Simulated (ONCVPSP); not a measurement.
# Pseudopotential generation for cobalt: ONCV, PBEsol

Do these settings give a usable potential? It is generated, then checked for transferability, scattering, ghosts and hardness.

Program: ONCVPSP 4.0.1.1 (patched build). Reference atom: PBEsol, scalar-relativistic, spherical and spin-unpolarised. All values are calculated.

**1. The design**

The settings as typed:

```
element                 : cobalt (Co, Z = 27)
type                    : optimised norm-conserving Vanderbilt (ONCV)
frozen core             : [Ne]
valence charge          : 17
reference configuration : 3s2 3p6 3d7 4s2
partial waves           : 3s+4s: rc 1.20 bohr, ncon 5, nbas 9, qcut 9.4 1/bohr, 3 projectors, debl 2.5 Ha; 3p: rc 0.85 bohr, ncon 3, nbas 7, qcut 11.6 1/bohr, 3 projectors, debl 1.3 Ha; 3d: rc 1.15 bohr, ncon 4, nbas 9, qcut 15.7 1/bohr, 2 projectors, debl 1 Ha
local potential         : polynomial inside 0.60 bohr (lpopt 1, dvloc0 0 Ha)
core correction         : Teter function, fcfact 4.25, rcfact 1.1
```

The outer shells as boxes (Hund's rule for the drawing; the calculation is spin-unpolarised):

```
[Ne] core
3s [↑↓]
3p [↑↓][↑↓][↑↓]
3d [↑↓][↑↓][↑ ][↑ ][↑ ]
4s [↑↓]
```

**2. The generation run**

Contents of Co.dat:

```
# ATOM AND REFERENCE CONFIGURATION
# atsym  z   nc   nv     iexc    psfile
  Co 27.00    3    4  -116133      upf
#
#   n    l    f
    1    0    2.00
    2    0    2.00
    2    1    6.00
    3    0    2.00
    3    1    6.00
    3    2    7.00
    4    0    2.00
#
# PSEUDOPOTENTIAL AND OPTIMIZATION
# lmax
    2
#
#   l,   rc,      ep,       ncon, nbas, qcut
    0    1.20    0.00    5    9    9.40
    1    0.85    0.00    3    7   11.60
    2    1.15    0.00    4    9   15.70
#
# LOCAL POTENTIAL
# lloc, lpopt,  rc(5),   dvloc0
    4    1    0.60    0.00
#
# VANDERBILT-KLEINMAN-BYLANDER PROJECTORs
# l, nproj, debl
    0    3    2.50
    1    3    1.30
    2    2    1.00
#
# MODEL CORE CHARGE
# icmod, fcfact, rcfact
    3    4.25    1.10
#
# LOG DERIVATIVE ANALYSIS
# epsh1, epsh2, depsh
   -5.00    5.00    0.04
#
# OUTPUT GRID
# rlmax, drl
    6.00    0.01
#
# TEST CONFIGURATIONS
# ncnf
    4
# nvcnf
#   n    l    f
    4
    3    0    2.00
    3    1    6.00
    3    2    7.00
    4    0    1.00
#
    4
    3    0    2.00
    3    1    6.00
    3    2    7.00
    4    0    0.00
#
    4
    3    0    2.00
    3    1    6.00
    3    2    6.00
    4    0    0.00
#
    5
    3    0    2.00
    3    1    6.00
    3    2    7.00
    4    0    0.00
    4    1    2.00
#
```

The run is started by

```
oncvpsp.x < Co.dat > Co.out
```

Q: Predict the outcome of this session. Wanted: cutoffs for 1 and 0.1 mHa per electron, occupied waves; bound ghosts; GHOST(+) flags; largest test error; largest phase difference near zero energy, channels read; rms error of d²Exc/dn², without and with the model core; projector energies reset by the program.

**Answer**, as computed:

| quantity | value |
| --- | --- |
| cutoffs for 1 and 0.1 mHa per electron, occupied waves | 83 Ha and 95 Ha |
| bound ghosts | none found |
| GHOST(+) flags | s at 833 eV |
| largest test error (AE − PS) | -3.6 meV, for 3s2 3p6 3d6 4s0 |
| largest phase difference near zero energy, channels read | 0.000 rad |
| rms error of d²Exc/dn², without and with the model core | 2.08 and 1.41 mHa |
| projector energies reset by the program | p: -2.407, 0.250, 1.550 Ha |

What this shows: By total energies transferability is very good: the largest error is 3.6 meV on 61.6 eV, for 3s2 3p6 3d6 4s0. The potential is very hard: the looser tolerance needs 83 Ha. The 3d wave sets it; 3s needs 38 Ha. No bound ghost shows below the valence levels. Near zero energy the phases of the channels with partial waves agree within 0.001 rad. The program also flags highly localised states, GHOST(+) (s).
